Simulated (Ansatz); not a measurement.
# SnO: the cost of one run

Method: DFT LDA, scalar-relativistic, in Ansatz 0.2.0.

**1. Starting point**

It takes space group P4/nmm (No. 129, tetragonal). The conventional cell has a = 3.802 Å, b = 3.802 Å, c = 4.836 Å, α = 90.00°, β = 90.00°, γ = 90.00°. Sn (site symmetry 4mm) has 4 O at 2.22 Å in its first shell of neighbours. O (site symmetry -4m2) is surrounded by 4 Sn at 2.22 Å.

Coordinates:

```cif
data_structure
_symmetry_space_group_name_H-M 'P 1'
_symmetry_Int_Tables_number 1
_cell_length_a 3.8020
_cell_length_b 3.8020
_cell_length_c 4.8360
_cell_angle_alpha 90.000
_cell_angle_beta 90.000
_cell_angle_gamma 90.000
_cell_volume 69.91
loop_
_atom_site_label
_atom_site_type_symbol
_atom_site_fract_x
_atom_site_fract_y
_atom_site_fract_z
_atom_site_occupancy
Sn1 Sn 0.00000 0.50000 0.23850 1
Sn2 Sn 0.50000 0.00000 0.76150 1
O1 O 0.00000 0.00000 0.00000 1
O2 O 0.50000 0.50000 0.00000 1
```

Atoms are numbered in the order of the input: Sn1, Sn2, O3, O4.

**2. Volume × 0.94, LAPW**

input.yaml

```yaml
crystal:
  lattice:
    - [3.7243863853, 0.0, 0.0]
    - [0.0, 3.7243863853, 0.0]
    - [0.0, 0.0, 4.7372784218]
  atoms:
    - { symbol: Sn, position: [0.0, 0.5, 0.2385] }
    - { symbol: Sn, position: [0.5, 0.0, 0.7615] }
    - { symbol: O, position: [0.0, 0.0, 0.0] }
    - { symbol: O, position: [0.5, 0.5, 0.0] }
kpoints:
  mp_grid: { grid: [6, 6, 5] }
  band_path:
    path:
      - [0.0, 0.0, 0.0]
      - [0.0, 0.5, 0.0]
      - [0.5, 0.5, 0.0]
      - [0.0, 0.0, 0.0]
      - [0.0, 0.0, 0.5]
      - [0.0, 0.5, 0.5]
      - [0.5, 0.5, 0.5]
      - [0.0, 0.0, 0.5]
      - [0.0, 0.5, 0.0]
    npoints: 5
scf:
  occupations: { method: fermi_dirac, width: 0.02 }
hamiltonian:
  xc: lda
  pseudopotentials: { kind: all_electron, lapw: { basis_error: 0.0005 } }
output:
  forces: true
  stress: true
  eigenvalues: true
```

The run is started by

```sh
ansatz run input.yaml --threads 1 --pin off --max-ram 4096MiB --backend cpu --events-out ev --progress --plain --runs-dir out
```

Q: Estimate wall time and peak memory on 1 thread of Arm Neoverse V1, shared host.

About 72 s, with a peak of 0.49 GiB.
